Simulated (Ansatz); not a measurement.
# C4H13Al: the cost of one run

Method: RKS PBE0-D4/6-31G*, in Ansatz 0.2.0.

### 1 The system as given

Bond lengths (14 of 15 bonds, heavy atoms first): Al1–C2 2.320 Å, C2–C5 1.520 Å, Al1–C9 1.970 Å, Al1–C13 1.970 Å, C2–H3 1.110 Å, C2–H4 1.110 Å, C5–H6 1.110 Å, C5–H7 1.110 Å, C5–H8 1.110 Å, C9–H10 1.110 Å, C9–H11 1.110 Å, C9–H12 1.110 Å, C13–H14 1.110 Å, C13–H15 1.110 Å. Angles (14 of 27 angles, heavy atoms first): Al1–C2–C5 109.5°, C2–Al1–C9 120.0°, C2–Al1–C13 120.0°, C9–Al1–C13 120.0°, Al1–C2–H3 109.5°, Al1–C2–H4 109.5°, H3–C2–C5 109.4°, H4–C2–C5 109.4°, C2–C5–H6 109.5°, C2–C5–H7 109.5°, C2–C5–H8 109.5°, Al1–C9–H10 109.5°, Al1–C9–H11 109.5°, Al1–C9–H12 109.5°.

Its coordinates follow in the input file.

### 2 A restrained relaxation towards end A

Springs on the bonds that form and break draw the guess towards this end; the thresholds are loose.

input.yaml reads:

```yaml
crystal:
  periodic: [false, false, false]
  atoms:
    - { symbol: Al, position_ang: [0.0, 0.0, 0.0] }
    - { symbol: C, position_ang: [0.0, 0.0, 2.32] }
    - { symbol: H, position_ang: [-0.9996, -0.3092, 2.6905] }
    - { symbol: H, position_ang: [0.7676, -0.7111, 2.6905] }
    - { symbol: C, position_ang: [0.3177, 1.3971, 2.8274] }
    - { symbol: H, position_ang: [0.9159, 1.3257, 3.7596] }
    - { symbol: H, position_ang: [0.8975, 1.9479, 2.0576] }
    - { symbol: H, position_ang: [-0.628, 1.9396, 3.0359] }
    - { symbol: C, position_ang: [1.706, 0.0, -0.985] }
    - { symbol: H, position_ang: [2.0356, -1.0462, -1.1552] }
    - { symbol: H, position_ang: [1.5695, 0.508, -1.9624] }
    - { symbol: H, position_ang: [2.4756, 0.5381, -0.3932] }
    - { symbol: C, position_ang: [-1.706, 0.0, -0.985] }
    - { symbol: H, position_ang: [-2.2662, -0.9305, -0.7558] }
    - { symbol: H, position_ang: [-2.3102, 0.8797, -0.6796] }
    - { symbol: H, position_ang: [-1.5043, 0.0508, -2.0753] }
    - { symbol: H, position_ang: [-0.2382, -1.749, 0.5865] }
    - { symbol: H, position_ang: [-0.19, -1.3947, 1.5677] }
basis:
  gaussian: { orbitals: "6-31G*" }
hamiltonian:
  xc: pbe0
  dispersion: d4
relax:
  f_tol: 0.15
  max_steps: 25
  restrain:
    - { distance: [0, 16], at: 2.76, k: 30.0 }
    - { distance: [17, 1], at: 2.31, k: 30.0 }
    - { distance: [0, 1], at: 1.97, k: 30.0 }
    - { distance: [17, 16], at: 0.66, k: 30.0 }
```

Started as:

```bash
> ansatz run input.yaml --threads 2 --pin off --max-ram 3072MiB --backend cpu --events-out ev --progress --plain --runs-dir out
```

Q: Estimate wall time and peak memory on 2 threads of Arm Neoverse V2, shared host.

About 32 s, with a peak of 0.25 GiB.
